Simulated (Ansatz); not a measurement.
# Ru: the cost of one run

Program: Ansatz 0.2.0. Level of theory: reference: DFT PBE, plane waves, PAW, scalar-relativistic, no spin polarisation. These are calculated values, not measurements.

The COD entry's cell or inner coordinates are ideal or old and differ from later refinements, so a difference from it is no clean test against experiment.

## Step 1: Starting point

Symmetry: P6_3/mmc, No. 194, hexagonal system. The conventional cell has a = 2.708 Å, b = 2.708 Å, c = 4.287 Å, α = 90.00°, β = 90.00°, γ = 120.00°. Around Ru (site symmetry -6m2) lie 12 Ru at 2.65 to 2.71 Å.

Structure file:

```
Ru
1.0
     2.70756    0.00000    0.00000
    -2.70756    4.68964    0.00000
     0.00000    0.00000    4.28750
Ru
4
Direct
  0.33330 0.33335 0.25000
  0.33330 0.83335 0.25000
  0.66660 0.16665 0.75000
  0.66660 0.66665 0.75000
```

## Step 2: Reference

input.yaml

```yaml
crystal:
  lattice:
    - [2.70756445, 0.0, 0.0]
    - [-2.70756445, 4.68964403, 0.0]
    - [0.0, 0.0, 4.28749881]
  atoms:
    - { symbol: Ru, position: [0.3333, 0.33335, 0.25] }
    - { symbol: Ru, position: [0.3333, 0.83335, 0.25] }
    - { symbol: Ru, position: [0.6666, 0.16665, 0.75] }
    - { symbol: Ru, position: [0.6666, 0.66665, 0.75] }
  symmetry: { tolerance: 0.0003 }
kpoints:
  mp_grid: { grid: [8, 4, 4], shift: [0, 0, 0] }
magnetization:
  spin_polarized: false
scf:
  occupations: { method: fermi_dirac, width: 0.1233 }
hamiltonian:
  pseudopotentials: { kind: paw }
  xc: pbe
basis:
  ecutwfc: 420
output:
  forces: true
  stress: true
  eigenvalues: true
```

On the command line:

```bash
ansatz run input.yaml --threads 1 --pin off --max-ram 2560MiB --backend cpu --events-out ev --progress --plain --runs-dir out
```

**Question.** How long does this run take on 1 thread of an x86-64 CPU, shared host, and how much memory does it need?

About 3.8 s, with a peak of 0.4 GiB.
